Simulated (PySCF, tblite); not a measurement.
# C₄H₂BrO₃S radical: geometry, infrared bands and EPR parameters

Aim: predict the infrared bands and EPR parameters of C₄H₂BrO₃S radical (`C#C/[C]=C(/Br)S(=O)(=O)O`).

The runs use tblite 0.8.0 and PySCF 2.14.0, with density-fitted response routines of our own; the level of theory stands in each step. All values are computed, except where a source is named. Atoms are numbered from 0 throughout.

### Step 1. The starting structure

11 atoms, charge 0, multiplicity 2; geometry from: force field or distance geometry start.

Bonds of the start (Å): C0–C1 1.23, C1–C2 1.42, C2–C3 1.33, C3–Br4 1.93, C3–S5 1.76, S5–O6 1.51, S5–O7 1.50, S5–O8 1.66, C0–H9 1.06, O8–H10 1.02.

### Step 2. Optimising the geometry with GFN2-xTB

The job: settings as JSON, then the geometry in Å.

```
{"job": {"kind": "relax", "xc": "GFN2-xTB", "basis": "xTB"}, "charge": 0, "multiplicity": 2}
C      3.375200    -0.736700    -0.299700
C      2.181800    -0.547000    -0.535100
C      0.797400    -0.349600    -0.769100
C      0.027700     0.164100     0.184400
Br     0.739600     0.615800     1.916800
S     -1.674700     0.374100    -0.198000
O     -2.192000     1.479500     0.695600
O     -1.803000     0.747900    -1.643000
O     -2.453100    -1.034100     0.217600
H      4.407900    -0.881600    -0.084400
H     -3.401300    -0.789900     0.488900
```

Started as:

```console
$ OMP_NUM_THREADS=1 python probes_run.py task.json out
```

This one command runs all jobs of the session in turn.

**Question.** This job is followed by: GFN2-xTB harmonic vibrations, gas phase; UKS B3LYP, def2-TZVP-core on Br, pcH-1 on C H O S, non-relativistic, mean-field spin-orbit, GIAO. What will the session give for the following? strongest single infrared mode (GFN2-xTB); zero-point energy (GFN2-xTB); g(iso) (B3LYP); ⟨S²⟩; largest a(iso) (averaged by class); surface potential, 1st and 99th percentile.

The runs gave:

| quantity | value |
| --- | --- |
| strongest single infrared mode (GFN2-xTB) | 744 cm⁻¹, 431 km/mol |
| zero-point energy (GFN2-xTB) | 31.1 kcal/mol |
| g(iso) (B3LYP) | 2.00341 |
| ⟨S²⟩ | 0.775 (exact 0.75) |
| largest a(iso) (averaged by class) | 79Br on Br4, 84.8 MHz |
| surface potential, 1st and 99th percentile | -1.41 V and 2.74 V |

**Reading.** Over 106 steps the energy fell by 1.515 eV; of the close pairs, C1–C2 changed most, 1.418 to 1.320 Å. No mode is imaginary among the 27: a minimum at this level. The strongest single mode, at 744 cm⁻¹, moves mainly O8 and S5. GFN2-xTB is a fitted tight-binding method: band positions and strengths are rough. Its intensities can rank the bands wrongly. The largest spin populations lie on C2 (0.67 e), C0 (0.57 e). The isotropic g lies 1.1 ppt above the free-electron value. The hyperfine terms hold no scalar relativity, which the heavier nuclei need.
